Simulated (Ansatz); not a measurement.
Predict the output of the script below (the Python package of Ansatz (0.2.0)).

`sn.py`:
```python
import csv
import logging
import sys
import warnings

import ansatz
import numpy as np

logging.basicConfig(stream=sys.stdout, format="%(levelname)s %(message)s")
logger = logging.getLogger("run")
logger.setLevel(logging.INFO)

MESH = (9, 9, 9)
ECUT = 470
TOLERANCE = 1e-09


def main() -> None:
    warnings.simplefilter("ignore", ansatz.DeckWarning)

    vectors = np.array([
        [0.0, 3.233343, 3.233343],
        [3.233343, 0.0, 3.233343],
        [3.233343, 3.233343, 0.0],
    ])
    cell = (
        ansatz.Lattice.of(vectors)
        .atom("Sn", (0.0, 0.0, 0.0))
        .atom("Sn", (0.25, 0.25, 0.25))
    )

    job = (
        cell.calculation()
        .kpoints(mesh=MESH)
        .basis(ECUT)
        .scf(tolerance=TOLERANCE)
        .functional(ansatz.Functional.PBE)
    )

    rows = []
    for value in [0.25, 0.15, 0.1, 0.05, 0.025]:
        report = job.occupations("cold", width=value).run(threads=1).report
        rows.append((value, report["free_energy_ev"] / len(report["lattice"]["sites"]), report["n_iterations"], report["n_kpoints"]))

    with open("smear.csv", "w", newline="") as handle:
        writer = csv.writer(handle)
        writer.writerow(["width (eV)", "F/atom (eV)", "iterations", "k-points"])
        writer.writerows([round(v, 5) if isinstance(v, float) else v for v in row] for row in rows)

    for row in rows[:-1]:
        shift = 1000 * (row[1] - rows[-1][1])
        logger.info(f"{row[0]}: {shift:+.2f} meV/atom" + ("  (within 5 meV)" if abs(shift) < 5 else ""))


if __name__ == "__main__":
    main()
```

Output of `python sn.py`:
```text
INFO 0.25: +0.24 meV/atom  (within 5 meV)
INFO 0.15: +0.22 meV/atom  (within 5 meV)
INFO 0.1: +0.06 meV/atom  (within 5 meV)
INFO 0.05: -0.04 meV/atom  (within 5 meV)
```

`smear.csv`, as written:
```csv
width (eV),F/atom (eV),iterations,k-points
0.25,-6024.17771,6,35
0.15,-6024.17772,8,35
0.1,-6024.17788,8,35
0.05,-6024.17799,8,35
0.025,-6024.17795,8,35
```

The narrowest width needs the finest mesh, so the last row is no converged reference. Hardware and time: 11 s on 1 thread of AMD EPYC 7B13 (Zen 3), with other jobs on the host, peak memory 0.43 GiB.
